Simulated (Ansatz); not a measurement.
# In3GaN4: from the listed structure to its properties

This session takes In3GaN4 and sets out to relax cell and atoms.

Method: DFT PBEsol, scalar-relativistic, plane waves, PAW, in Ansatz 0.2.0.

## (1) The system as given

It takes space group P6_3mc (No. 186, hexagonal). The conventional cell has a = 6.971 Å, b = 6.971 Å, c = 5.668 Å, α = 90.00°, β = 90.00°, γ = 120.00°. In (site symmetry m) is surrounded by 4 N at 2.16 to 2.19 Å. Ga (site symmetry 3m) is surrounded by 4 N at 1.97 to 2.00 Å. N (site symmetry m) has 1 Ga at 2.00 Å and 3 In at 2.19 Å in its first shell of neighbours. N (site symmetry 3m) is surrounded by 1 Ga at 1.97 Å and 3 In at 2.16 Å.

Structure file:

```
CELL_PARAMETERS angstrom
6.97147 0.00000 0.00000
-3.48573 6.03747 0.00000
0.00000 0.00000 5.66810
ATOMIC_POSITIONS crystal
In 0.16961 0.83039 0.49908
In 0.66078 0.83039 0.49908
In 0.16961 0.33922 0.49908
In 0.83039 0.66078 0.99908
In 0.33922 0.16961 0.99908
In 0.83039 0.16961 0.99908
Ga 0.66667 0.33333 0.49938
Ga 0.33333 0.66667 0.99938
N 0.17696 0.82304 0.88577
N 0.64608 0.82304 0.88577
N 0.17696 0.35392 0.88577
N 0.66667 0.33333 0.84607
N 0.33333 0.66667 0.34607
N 0.82304 0.64608 0.38577
N 0.35392 0.17696 0.38577
N 0.82304 0.17696 0.38577
```

The structure comes from the Materials Project (structure only).

(A quick probe on a coarse mesh, which set the mesh and smearing, is not shown.)

## (3) Full relaxation

File input.yaml:

```yaml
crystal:
  lattice:
    - [6.9714699473, 0.0, 0.0]
    - [-3.4857349736, 6.0374700761, 0.0]
    - [0.0, 0.0, 5.6681]
  atoms:
    - { symbol: In, position: [0.169609, 0.830391, 0.49908] }
    - { symbol: In, position: [0.660782, 0.830391, 0.49908] }
    - { symbol: In, position: [0.169609, 0.339218, 0.49908] }
    - { symbol: In, position: [0.830391, 0.660782, 0.99908] }
    - { symbol: In, position: [0.339218, 0.169609, 0.99908] }
    - { symbol: In, position: [0.830391, 0.169609, 0.99908] }
    - { symbol: Ga, position: [0.66666667, 0.33333333, 0.499384] }
    - { symbol: Ga, position: [0.33333333, 0.66666667, 0.999384] }
    - { symbol: "N", position: [0.1769595, 0.8230405, 0.885769] }
    - { symbol: "N", position: [0.646081, 0.8230405, 0.885769] }
    - { symbol: "N", position: [0.1769595, 0.353919, 0.885769] }
    - { symbol: "N", position: [0.66666667, 0.33333333, 0.846069] }
    - { symbol: "N", position: [0.33333333, 0.66666667, 0.346069] }
    - { symbol: "N", position: [0.8230405, 0.646081, 0.385769] }
    - { symbol: "N", position: [0.353919, 0.1769595, 0.385769] }
    - { symbol: "N", position: [0.8230405, 0.1769595, 0.385769] }
basis:
  ecutwfc: 420
kpoints:
  mp_grid: { grid: [6, 6, 6] }
hamiltonian:
  xc: pbesol
scf:
  occupations: { method: gaussian, width: 0.1 }
output:
  forces: true
  stress: true
  eigenvalues: true
  write_density: true
  write_potential: true
  elf: true
  volumetric_format: npy
relax:
  adjacent_minimum: "off"
  f_tol: 0.005
  max_steps: 80
  cell: { stress_tol: 0.05 }
```

Launch:

```sh
$ ansatz run input.yaml --threads 4 --pin off --max-ram 10240MiB --backend cpu --events-out ev --progress --plain --runs-dir out
```

Further runs follow: relaxation repeated from the new cell.

**Question.** What will these runs give? Wanted: relaxed cell; volume; formation energy.

The runs gave:

| quantity | value |
| --- | --- |
| relaxed cell | a = 6.890 Å, b = 6.890 Å, c = 5.585 Å, α = 90.00°, β = 90.00°, γ = 120.00° |
| space group (0.01 Å) | P6_3mc (No. 186) |
| volume | 14.35 Å³/atom |
| formation energy (elements from runs with the same settings, not shown) | -0.13 eV/atom |

Relaxation lowered the volume by 3.8 %.
